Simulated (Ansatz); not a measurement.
This script makes vertical spin-state energies of ClH5SSi2, SMILES [SiH3][SiH](S)Cl with Ansatz's Python interface.

`clh5ssi2.py`:
```python
"""Vertical spin-state energies of ClH5SSi2."""

import ansatz

BASIS_SET = "def2-TZVP"
XC = "hf"

molecule = (
    ansatz.Crystal.molecule()
    .atom("Si", [-0.5423, 1.1833, -0.7863])
    .atom("Si", [0.3137, -0.7005, 0.0655])
    .atom("S", [0.8603, -0.4737, 2.1088])
    .atom("Cl", [-0.9287, -2.253, -0.0404])
    .atom("H", [-0.9696, 1.0359, -2.2437])
    .atom("H", [-1.811, 1.6605, -0.0541])
    .atom("H", [0.4118, 2.3545, -0.7398])
    .atom("H", [1.5627, -1.1043, -0.6992])
    .atom("H", [1.1917, -1.749, 2.372])
)

model = molecule.calculation().basis(gaussian=BASIS_SET).functional(XC)
found = {}
for unpaired in [0, 2, 4]:
    summary = model.spin("collinear", total=unpaired).run(threads=1, backend="cpu").report
    s = unpaired / 2
    found[unpaired] = summary["free_energy_ev"]
    print(f"2S+1 = {unpaired + 1}: E = {found[unpaired]:.5f} eV, <S^2> = {abs(summary['mean_field']['state']['spin_squared']):.3f} (pure state {s * (s + 1):.2f})")
lowest = min(found, key=found.get)
for unpaired, e in found.items():
    print(f"multiplicity {unpaired + 1}: {(e - found[lowest]):.3f} eV above the lowest")
```

Which spin state is lowest at this geometry, and how far above lie the others?

In order: multiplicity 1 (+0.00 eV), multiplicity 3 (+5.19 eV) and multiplicity 5 (+10.93 eV), all at the one geometry.

The output:

```console
$ python clh5ssi2.py
2S+1 = 1: E = -39127.82738 eV, <S^2> = 0.000 (pure state 0.00)
2S+1 = 3: E = -39122.63799 eV, <S^2> = 2.025 (pure state 2.00)
2S+1 = 5: E = -39116.89871 eV, <S^2> = 6.034 (pure state 6.00)
multiplicity 1: 0.000 eV above the lowest
multiplicity 3: 5.189 eV above the lowest
multiplicity 5: 10.929 eV above the lowest
```

Total energies depend on the basis set; only differences at equal settings carry meaning. The geometry is a force-field or estimated start, not a minimum of this method, and the basis set is short of its limit. All parts are taken at fixed geometry, without zero-point energy. Hartree-Fock leaves correlation out, so it favours high-spin states too much. Hardware and time: 81 s on 1 thread of Intel(R) Xeon(R) 6975P-C (Granite Rapids) (shared host), peak memory 0.91 GiB.
